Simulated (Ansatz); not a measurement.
# BrCdH3OSi: the cost of one run

Program: Ansatz 0.2.0, Gaussian basis. Level of theory: the settings change from run to run. These are calculated values, not measurements.

## 1. The geometry

The geometry comes from an earlier relaxation with PBE0-D4 in a triple-zeta def2 set; it is a stationary point, not always the lowest conformer. Cd takes a core potential in def2 sets; no spin-orbit term is included.

SMILES `[SiH3][O][Cd][Br]`, 7 atoms, charge 0, spin multiplicity 1.

Atoms are counted from 1 here; the program's logs count them from 0.

Bond lengths: Si1–O2 1.626 Å, Si1–H5 1.487 Å, Si1–H6 1.493 Å, Si1–H7 1.493 Å, O2–Cd3 1.957 Å, Cd3–Br4 2.387 Å. Angles: O2–Si1–H5 109.0°, O2–Si1–H6 111.9°, O2–Si1–H7 111.9°, H5–Si1–H6 108.5°, H5–Si1–H7 108.5°, H6–Si1–H7 107.0°, Si1–O2–Cd3 135.7°, O2–Cd3–Br4 177.1°.

Coordinates:

```xyz
7
charge 0, multiplicity 1
Si   -0.4664    1.0022    0.6476
O    -0.1853   -0.5918    0.4917
Cd    0.6631   -1.7407   -0.8460
Br    1.6731   -3.2378   -2.4071
H    -1.1784    1.2456    1.9304
H     0.8008    1.7924    0.6517
H    -1.3068    1.5301   -0.4683
```

## 2. revPBE0/def2-TZVPP

This run has atoms shaken by 0.08 Å, the search for lower states set to full.

File in.yaml:

```yaml
crystal:
  periodic: [false, false, false]
  atoms:
    - {symbol: Si, position_ang: [-0.471580, 0.919328, 0.408621]}
    - {symbol: O, position_ang: [-0.128573, -0.463504, 0.515346]}
    - {symbol: Cd, position_ang: [0.625416, -1.745483, -0.765449]}
    - {symbol: Br, position_ang: [1.671753, -3.324603, -2.363125]}
    - {symbol: H, position_ang: [-1.327005, 1.142697, 1.901735]}
    - {symbol: H, position_ang: [0.741327, 1.756874, 0.685514]}
    - {symbol: H, position_ang: [-1.348304, 1.402985, -0.412138]}
basis:
  gaussian: {orbitals: def2-TZVPP}
hamiltonian: {xc: {name: revPBE0}}
scf: {lower_state_search: full}
```

On the command line:

```
> ansatz run in.yaml --threads 4 --pin off --events-out ev --progress --plain --max-ram 10444MiB
```

Q: Estimate wall time and peak memory on 4 threads of Arm Neoverse V1, shared host.

About 7 s, with a peak of 0.72 GiB.
